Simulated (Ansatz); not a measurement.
# CH7Ge (doublet): wave-function methods side by side at distance Ge1–H5 along a hydrogen transfer = 1.885 Å, cc-pVDZ

How much of the correlation energy of CH7Ge (doublet) does each wave-function method recover here?

Program: Ansatz 0.2.0, Gaussian basis. Level of theory: cc-pVDZ, core rule «outside noble gas», up to 15 orbitals frozen. These are calculated values, not measurements.

To be run: UHF; CCSD(T) on ROHF; CCSD(T) on UHF; BCCD(T) on ROHF; CISD; CCSDT(Q) on ROHF; CCSDT(Q) on UHF; CASSCF and MRCISD+Q, 3 electrons in 3 orbitals; CASSCF and NEVPT2, 3 electrons in 3 orbitals; CASSCF and MRCISD+Q, 9 electrons in 9 orbitals; CASSCF and NEVPT2, 9 electrons in 9 orbitals.

## 1. The geometry

The geometry derives from fragments relaxed apart (PBE0/def2-TZVP) and kept rigid, so it is no stationary point. A hydrogen atom is moved between rigid fragments. No spin-orbit coupling is included. The filled d shell of Ge may be among the frozen orbitals whatever the setting's name suggests; the logs give the count.

9 atoms, charge 0, spin multiplicity 2.

Atoms are counted from 1 here; the program's logs count them from 0.

Bond lengths: Ge1–H2 1.534 Å, Ge1–H3 1.534 Å, Ge1–H4 1.534 Å, Ge1–H5 1.885 Å, H5–C6 1.090 Å, C6–H7 1.080 Å, C6–H8 1.080 Å, C6–H9 1.080 Å. Angles: H2–Ge1–H3 109.5°, H2–Ge1–H4 109.5°, H2–Ge1–H5 109.5°, H3–Ge1–H4 109.5°, H3–Ge1–H5 109.5°, H4–Ge1–H5 109.5°, Ge1–H5–C6 180.0°, H5–C6–H7 90.0°, H5–C6–H8 90.0°, H5–C6–H9 90.0°, H7–C6–H8 120.0°, H7–C6–H9 120.0°, H8–C6–H9 120.0°.

## 2. UHF

The input, in.yaml:

```yaml
crystal:
  periodic: [false, false, false]
  atoms:
    - {symbol: Ge, position_ang: [-0.491582, 0.000000, 0.000000]}
    - {symbol: H, position_ang: [-1.003032, 1.446599, 0.000000]}
    - {symbol: H, position_ang: [-1.003032, -0.723300, 1.252792]}
    - {symbol: H, position_ang: [-1.003032, -0.723299, -1.252792]}
    - {symbol: H, position_ang: [1.393418, 0.000000, 0.000000]}
    - {symbol: C, position_ang: [2.483418, 0.000000, 0.000000]}
    - {symbol: H, position_ang: [2.483418, -1.080022, 0.000000]}
    - {symbol: H, position_ang: [2.483418, 0.540011, 0.935327]}
    - {symbol: H, position_ang: [2.483418, 0.540012, -0.935327]}
basis:
  gaussian: {orbitals: cc-pVDZ}
magnetization: {spin_polarized: true, initial_magnetization: 1}
hamiltonian: {xc: hf}
output: {orbitals: {seedname: orbitals}}
```

Run with:

```console
$ ansatz run in.yaml --threads 1 --pin off --events-out ev --progress --plain --max-ram 2816MiB --backend cpu
```

After this run come: CCSD(T) on ROHF; CCSD(T) on UHF; BCCD(T) on ROHF; CISD; CCSDT(Q) on ROHF; CCSDT(Q) on UHF; CASSCF and MRCISD+Q, 3 electrons in 3 orbitals; CASSCF and NEVPT2, 3 electrons in 3 orbitals; CASSCF and MRCISD+Q, 9 electrons in 9 orbitals; CASSCF and NEVPT2, 9 electrons in 9 orbitals.

Q: Predict the results of all the runs planned. Wanted: UCCSDT(Q) below the RHF energy; RMP2 from UCCSDT(Q); UMP2 from UCCSDT(Q); RCCSD from UCCSDT(Q); RCCSD(T) from UCCSDT(Q); UCCSD(T) from UCCSDT(Q); RCCSDT(Q) from UCCSDT(Q); MRCISD+Q frontier from UCCSDT(Q); T1 diagnostic.

**Answer**, as computed:

| quantity | value |
| --- | --- |
| UCCSDT(Q) below the RHF energy | -8.8955 eV |
| RMP2 from UCCSDT(Q) | +1509.7 meV |
| UMP2 from UCCSDT(Q) | +1527.8 meV |
| RCCSD from UCCSDT(Q) | +241.8 meV |
| RCCSD(T) from UCCSDT(Q) | +39.3 meV |
| UCCSD(T) from UCCSDT(Q) | +36.8 meV |
| RCCSDT(Q) from UCCSDT(Q) | +3.4 meV |
| MRCISD+Q frontier from UCCSDT(Q) | +58.8 meV |
| levels within 1 kcal/mol (43 meV) | RCCSD(T), UCCSD(T), BCCD(T), RCCSDT, UCCSDT, RCCSDT(Q) |
| T1 diagnostic | 0.014 |

What this shows: RCCSD(T) misses by +39.3 meV, 0.4 % of the correlation energy. These misses are within one basis, not against nature; the frozen cores of restricted and unrestricted runs differ, which can shift their rows.
